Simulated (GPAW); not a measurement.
# BiS (R-3m) in GPAW: single point with PBE

Aim: the single point of BiS with PBE.

All numbers are computed with GPAW 26.7.0; they aren't measurements. Logs are shortened: lines on timing, memory, paths and dates and some standing lists are left out, and cuts for length are marked. The log counts tension as positive stress, the text compression.

## Step 1: The crystal as given

The structure is trigonal, space group R-3m (No. 166). The conventional cell has a = 4.219 Å, b = 4.219 Å, c = 10.501 Å, α = 90.00°, β = 90.00°, γ = 120.00°. Bi (site symmetry -3m) is surrounded by 6 S at 3.00 Å. S (site symmetry -3m) has 6 Bi at 3.00 Å as nearest neighbours.

The cell was built by a generator and needn't be a form met in nature.

## Step 2: Single point, PBE

run.py

```python
from ase.dft.bandgap import bandgap
from ase.io import read, write
from ase.units import GPa
from gpaw import GPAW, PW

atoms = read('POSCAR')

calc = GPAW(mode=PW(400),
            xc='PBE',
            kpts={'size': (6, 6, 6), 'gamma': True},
            occupations={'name': 'fermi-dirac', 'width': 0.05},
            nbands=20,
            maxiter=120,
            txt='gpaw.txt')
atoms.calc = calc
energy = atoms.get_potential_energy()
forces = atoms.get_forces()
stress = atoms.get_stress()
calc.write('gs.gpw')
write('result.traj', atoms)
print(f'Energy: {energy:.6f} eV')
print('Forces (eV/A):')
print(forces.round(4))
print('Stress (GPa):', (stress / GPa).round(3))
print('Fermi level:', round(calc.get_fermi_level(), 4), 'eV')
print(f'Gap: {bandgap(calc)[0]:.4f} eV, direct: {bandgap(calc, direct=True)[0]:.4f} eV')
```

POSCAR

```
BiS
1.0
    2.1092708692      1.2177881041      3.5004874800
   -2.1092708692      1.2177881041      3.5004874800
    0.0000000000     -2.4355762082      3.5004874800
Bi S
1 1
Direct
    0.0000000000      0.0000000000      0.0000000000
    0.5000000000      0.5000000000      0.5000000000
```

Potentials or basis: GPAW PAW data sets (gpaw-data 1.2.1), pw.

Started as:

```
$ OMP_NUM_THREADS=1 python run.py
```

gpaw.txt:

```text
__  _  _
 | _ |_)|_||  |
 |__||  | ||/\| - 26.7.0

Input parameters:
  mode=PW(ecut=400.0),
  kpts=MonkhorstPack(size=(6, 6, 6), gamma=True),
  maxiter=120,
  nbands=20,
  occupations=Occupations(name='fermi-dirac', width=0.05),
  xc=XC(name='PBE')

Diagonalizing LCAO Hamiltonian
Converting LCAO to pw mode

       S

       Bi

Atoms  # Å, Bohr magnetons
|   | symbol |        x |        y |        z |    initial magnetic moments |
|---|--------|----------|----------|----------|-----------------------------|
| 0 |     Bi | 0.000000 | 0.000000 | 0.000000 | ( 0.0000,  0.0000,  0.0000) |
| 1 |      S | 0.000000 | 0.000000 | 5.250731 | ( 0.0000,  0.0000,  0.0000) |

Unit cell  # Å
| periodic |         x |         y |        z |  lengths |    angles |
|----------|-----------|-----------|----------|----------|-----------|
|      yes |  2.109271 |  1.217788 | 3.500487 | 4.264439 | 59.289200 |
|      yes | -2.109271 |  1.217788 | 3.500487 | 4.264439 | 59.289200 |
|      yes |  0.000000 | -2.435576 | 3.500487 | 4.264439 | 59.289200 |

Number of symmetries: 12
Symmetry operations  # r_c * U_cc + t_c -> r_c
|    | kind |            matrix            |
|----|------|------------------------------|
|  0 |  E   |  1, 0, 0,  0, 1, 0,  0, 0, 1 |
|  1 |  σ   |  1, 0, 0,  0, 0, 1,  0, 1, 0 |
|  2 |  σ   |  0, 1, 0,  1, 0, 0,  0, 0, 1 |
|  3 |  C3  |  0, 1, 0,  0, 0, 1,  1, 0, 0 |
|  4 |  C3  |  0, 0, 1,  1, 0, 0,  0, 1, 0 |
|  5 |  σ   |  0, 0, 1,  0, 1, 0,  1, 0, 0 |
|  6 |  C2  |  0, 0,-1,  0,-1, 0, -1, 0, 0 |
|  7 |  S6  |  0, 0,-1, -1, 0, 0,  0,-1, 0 |
|  8 |  S6  |  0,-1, 0,  0, 0,-1, -1, 0, 0 |
|  9 |  C2  |  0,-1, 0, -1, 0, 0,  0, 0,-1 |
| 10 |  C2  | -1, 0, 0,  0, 0,-1,  0,-1, 0 |
| 11 |  i   | -1, 0, 0,  0,-1, 0,  0, 0,-1 |

BZ-sampling:
  Number of BZ points: 216
  Number of IBZ points: 32

  Monkhorst-Pack size: [6, 6, 6]
  Monkhorst-Pack shift: [0.08333333333333333, 0.08333333333333333, 0.08333333333333333]

K-points  # in reciprocal-cell coordinates
|     |                                coordinates |     weight |
|-----|--------------------------------------------|------------|
|   0 | (  0.00000000,   0.00000000,   0.00000000) | 0.00462963 |
|   1 | (  0.16666667,   0.00000000,  -0.16666667) | 0.02777778 |
|   2 | (  0.16666667,   0.00000000,   0.00000000) | 0.02777778 |
|   3 | (  0.16666667,   0.16666667,  -0.16666667) | 0.02777778 |
|   4 | (  0.16666667,   0.16666667,   0.00000000) | 0.02777778 |
|   5 | (  0.16666667,   0.16666667,   0.16666667) | 0.00925926 |
|   6 | (  0.33333333,  -0.16666667,  -0.16666667) | 0.02777778 |
|   7 | (  0.33333333,   0.00000000,  -0.33333333) | 0.02777778 |
|   8 | (  0.33333333,   0.00000000,  -0.16666667) | 0.05555556 |
|   9 | (  0.33333333,   0.00000000,   0.00000000) | 0.02777778 |
| ... |                                            |            |
|  31 | (  0.50000000,   0.50000000,   0.50000000) | 0.00462963 |

Plane wave coefficients: 990
Cutoff: 400.0 eV

Spin-components: 1 (collinear spins)
Bands:           20
Projectors:      11
Spin-degeneracy: 2
Datatype:        complex128

Parallelization:
  kpt:    1
  domain: 1
  band:   1

Density:
  Valence electrons: 21.0
  Components: 1
  Grid points: [20 20 20]
  Charge: 0.0  # |e|

Potential:
  Grid points: [20 20 20]

species:
  Bi:
    name:    Bismuth
    Z:       83.0
    valence: 15
    core:    68
    charge:  0.0  # [|e|]
    compensation charges:
      type: gauss
      rc: 0.38  # [Å]
      lmax: 2
    cutoffs:
      filter: 2.23  # [Å]
      core: 2.33  # [Å]
    projectors
    | kind |    occ | energy [eV] | rcut [Å] |
    |------|--------|-------------|----------|
    |   6s |  2.000 |     -14.385 |    1.286 |
    |   6p |  3.000 |      -4.580 |    1.275 |
    |   5d | 10.000 |     -27.119 |    1.349 |
    |    s |        |      12.827 |    1.286 |
    |    p |        |      22.631 |    1.275 |
    |    d |        |       0.093 |    1.349 |

    Using partial waves for Bi as LCAO basis

  S:
    name:    Sulfur
    Z:       16.0
    valence: 6
    core:    10
    charge:  0.0  # [|e|]
    compensation charges:
      type: gauss
      rc: 0.24  # [Å]
      lmax: 2
    cutoffs:
      filter: 1.77  # [Å]
      core: 1.66  # [Å]
    projectors
    | kind |    occ | energy [eV] | rcut [Å] |
    |------|--------|-------------|----------|
    |   3s |  2.000 |     -17.254 |    0.974 |
    |   3p |  4.000 |      -7.008 |    0.979 |
    |    s |        |       9.957 |    0.974 |
    |    p |        |      20.203 |    0.979 |
    |    d |        |       0.000 |    0.900 |

    Using partial waves for S as LCAO basis

Reference energy: -595706.002850  # eV

eigensolver:
  PPCG
  Converge bands: occupied
  niter=2

density mixing:
  MSR1-Mixer
  Pratt-step length: 0.05
  Maximum mixing coefficient: 0.75
  Old densities: 10
  SVD Regularization: 0.005
  Good broyden scale: 1.0
  Trust region scale: 1.0
  Backstep threshold: 4.0
  History deletion threshold: 6.0
  Fourier metric: weight=20.0, sigma=0.015

occupation numbers:
  Fermi-Dirac:
    width: 0.0500  # eV

poisson solver:
  ecut: 3200.0  # eV

xc functional:
  name: PBE with 2 nearest neighbor stencil

convergence criteria:
- Maximum [total energy] change in last 3 cyles: 0.0005 eV / valence electron
- Maximum integral of absolute [dens]ity change: 0.0001 electrons / valence electron
- Maximum integral of absolute [eigenst]ate change: 4e-08 eV^2 / valence electron
maximum number of iterations: 120

SCF iterations
|iter     | |      energy | eigst |  dens |
|---------|-|-------------|-------|-------|
|iter:   1| |   -9.127362 | -0.43 |       |
|iter:   2| |   -9.038747 | -2.50 | -1.22 |
|iter:   3| |   -8.802786 | -2.41 | -1.27 |
|iter:   4| |   -8.802976 | -3.68 | -1.88 |
|iter:   5| |   -8.803790c| -4.08 | -2.14 |
|iter:   6| |   -8.803817c| -5.58 | -3.14 |
|iter:   7| |   -8.803831c| -5.91 | -3.64 |
|iter:   8| |   -8.803831c| -7.43c| -4.48c|

Converged in 8 steps
Energy contributions relative to reference atoms: (reference = -595706.002850)

Energy contributions:
  Kinetic:          18.436894
  Coulomb:         -18.024602
  Zero:             -1.399661
  External:          0.000000
  Xc:               -7.805670
  Entropy:          -0.021585
  Spinorbit:         0.000000
  ----------------------------
  Free energy:      -8.814624
  Extrapolated:     -8.803831

dipole moment: (0.000000, 0.000000, -40.937339)  # |e|*Ang

Fermi level: 6.798
Eigenvalues  # (at kpt = [0.000, 0.000, 0.000])
| band index |      eig [eV] | occ [0-2] |
|------------|---------------|-----------|
|          0 |       -17.030 |     2.000 |
|        ... |               |           |
|          2 |       -17.026 |     2.000 |
|          3 |       -17.023 |     2.000 |
|          4 |       -17.023 |     2.000 |
|          5 |        -8.108 |     2.000 |
|          6 |        -2.086 |     2.000 |
|          7 |         3.361 |     2.000 |
|          8 |         3.484 |     2.000 |
|          9 |         3.484 |     2.000 |
|         10 |         9.348 |     0.000 |
|         11 |         9.348 |     0.000 |
|         12 |         9.371 |     0.000 |
|         13 |        11.952 |     0.000 |
|         14 |        12.155 |     0.000 |
|         15 |        12.155 |     0.000 |
|         16 |        13.816 |     0.000 |
|         17 |        14.177 |     0.000 |
|        ... |               |           |
|         19 |        14.384 |     0.000 |

No gap
No difference between direct/indirect transitions

Forces  # eV/Ang
|       x |       y |        z |
|---------|---------|----------|
| 0.00000 | 0.00000 | -0.00000 |  # Bi   0
| 0.00000 | 0.00000 |  0.00000 |  # S    1

Stress tensor  # eV/Ang^3
|         x |         y |         z |
|-----------|-----------|-----------|
|  0.016836 | -0.000000 | -0.000000 |
| -0.000000 |  0.016836 |  0.000000 |
| -0.000000 |  0.000000 |  0.009638 |

# Writing to gs.gpw (mode='')
```

It took 8.4 s on 1 thread of Arm Neoverse V2, shared host; peak memory 0.14 GiB.

The run converged, but some of its settings lie outside the range that counts as converged, so its numbers aren't taken as properties of the crystal.

What came out:

```yaml
Free_energy: -8.8146 eV
Pressure: -2.3 GPa
Band_gap_on_the_k_mesh: none (metal or under the smearing width)
```

Caveat: the cutoff is short for stress and forces, so pressures can be off by a GPa or more; spin-orbit coupling is left out, which moves the levels of the heavy elements.
